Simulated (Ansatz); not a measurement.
Write a Python script for Ansatz 0.2.0 through its Python package that makes a single point from an input typed as a dict of K2MgH4, space group I4/mmm. Settings: LDA, PAW, the default cutoff (420 eV here), 7×7×7 k-points, fixed occupations.

```
CELL_PARAMETERS angstrom
-2.01805 2.01805 6.79605
2.01805 -2.01805 6.79605
2.01805 2.01805 -6.79605
ATOMIC_POSITIONS crystal
K 0.35130 0.35130 0.00000
K 0.64870 0.64870 0.00000
Mg 0.00000 0.00000 0.00000
H 0.14720 0.14720 0.00000
H 0.85280 0.85280 0.00000
H 0.50000 0.00000 0.50000
H 0.00000 0.50000 0.50000
```

`deck_k2mgh4.py`
```python
'''Single point of K2MgH4 through the engine session.'''

import warnings

import ansatz as az
import numpy as np

warnings.simplefilter('ignore', az.DeckWarning)

settings = {
    'crystal': {
        'lattice': [
            [-2.01805, 2.01805, 6.79605],
            [2.01805, -2.01805, 6.79605],
            [2.01805, 2.01805, -6.79605],
        ],
        'atoms': [
            {'symbol': 'K', 'position': [0.3513, 0.3513, 0.0]},
            {'symbol': 'K', 'position': [0.6487, 0.6487, 0.0]},
            {'symbol': 'Mg', 'position': [0.0, 0.0, 0.0]},
            {'symbol': 'H', 'position': [0.1472, 0.1472, 0.0]},
            {'symbol': 'H', 'position': [0.8528, 0.8528, 0.0]},
            {'symbol': 'H', 'position': [0.5, 0.0, 0.5]},
            {'symbol': 'H', 'position': [0.0, 0.5, 0.5]},
        ],
    },
    'kpoints': {'mp_grid': {'grid': [7, 7, 7]}},
    'hamiltonian': {'xc': 'lda'},
    'scf': {
        'occupations': {'method': 'fixed'},
        'initial_density': {'chi_scale': 0.3},
        'mixing': {'algorithm': 'msr1', 'beta': 0.7},
    },
    'output': {'forces': True, 'stress': True},
}

planned = az.Session.from_dict(settings).plan(threads=1, pin='off')
outcome = planned.execute()
summary = outcome.report

print('%-22s %14.5f eV' % ('F = E - TS', summary['free_energy_ev']))
print('%-22s %14.5f eV' % ('E', summary['internal_energy_ev']))
print('%-22s %14.5f eV' % ('Harris-Foulkes', summary['harris_foulkes_ev']))
print('%-22s %14.5f eV' % ('Fermi level', summary['fermi_energy_ev']))

# the stress is positive in compression
print('pressure by term (GPa)')
for term, tensor in summary['stress_terms_gpa'].items():
    if np.any(tensor):
        print(f'  {term:28s} {np.trace(np.array(tensor)) / 3:12.3f}')
print(f'  {"total":28s} {np.trace(np.array(summary["stress_gpa"])) / 3:12.3f}')

# forces in eV per angstrom
forces = np.array(summary['forces_ev_ang'])
norms = np.linalg.norm(forces, axis=1)
print('largest force {:.4f} eV/A on atom {}'.format(norms.max(), norms.argmax()))
print(np.array2string(forces, precision=4, suppress_small=True))

print('energy terms (eV)')
for term, value in summary['components'].items():
    if abs(value) > 1e-9:
        print(f'  {term:26s} {value:16.5f}')

used = summary['setup']
print('cutoffs (eV):', used['ecut_ev'], used['ecutrho_ev'], ' FFT grid:', used['fft_dense'])
print('cell volume {:.3f} A^3, {} symmetry operations'.format(used['cell_volume_ang3'], used['n_sym_ops']))
```

```console
$ python deck_k2mgh4.py
F = E - TS                -4958.69030 eV
E                         -4958.69030 eV
Harris-Foulkes            -4958.69030 eV
Fermi level                   2.38235 eV
pressure by term (GPa)
  kinetic                           612.516
  hartree                           515.948
  ewald                            -823.503
  local_pseudopotential            -243.736
  nonlocal_pseudopotential          -72.441
  augmentation                      154.019
  nlcc                              -29.021
  xc                               -116.277
  augmentation_tail                   0.018
  scf_correction                      0.000
  pulay_correction                    0.062
  total                              -2.416
largest force 0.3023 eV/A on atom 1
[[ 0.      0.      0.3023]
 [-0.      0.     -0.3023]
 [-0.      0.      0.    ]
 [ 0.      0.      0.0667]
 [-0.      0.     -0.0667]
 [ 0.      0.     -0.    ]
 [ 0.      0.     -0.    ]]
energy terms (eV)
  e_band                           -596.50152
  e_kinetic                         634.86064
  e_local                         -3000.96557
  e_nonlocal                        131.82548
  e_hartree                        1069.53996
  e_xc                             -329.44579
  e_vxc                            -409.79160
  e_paw                           -1758.07617
  e_vpaw                            -91.50671
  e_augmentation_tail                -0.00420
  e_ewald                         -1707.09014
  e_core_change                       0.66548
cutoffs (eV): 420.0 1680.0  FFT grid: [27, 27, 50]
cell volume 110.708 A^3, 16 symmetry operations
```

What to keep in mind:
- These settings explore the input space; cutoff and mesh may be short of convergence.
- The energy terms are those on the plane-wave grid, with the one-centre PAW part apart; e_band, e_vxc and e_vpaw aren't summands of the total.
- The Fermi level of a run with fixed occupations marks the highest occupied state on its mesh, not mid-gap.
- The zero of the levels is a convention of the potentials, so an absolute Fermi energy is no work function.
- Pressure is positive in compression.
- The starting cell is as deposited in a crystallographic database; the results hold for this polymorph, which needn't be the stable one.
- Levels are Kohn-Sham eigenvalues on this mesh.
- Wall time of the script: 5.6 s on 1 thread of Intel(R) Xeon(R) Platinum 8259CL CPU @ 2.50GHz (Skylake/Cascade Lake), with other jobs on the host, peak memory 0.43 GiB.
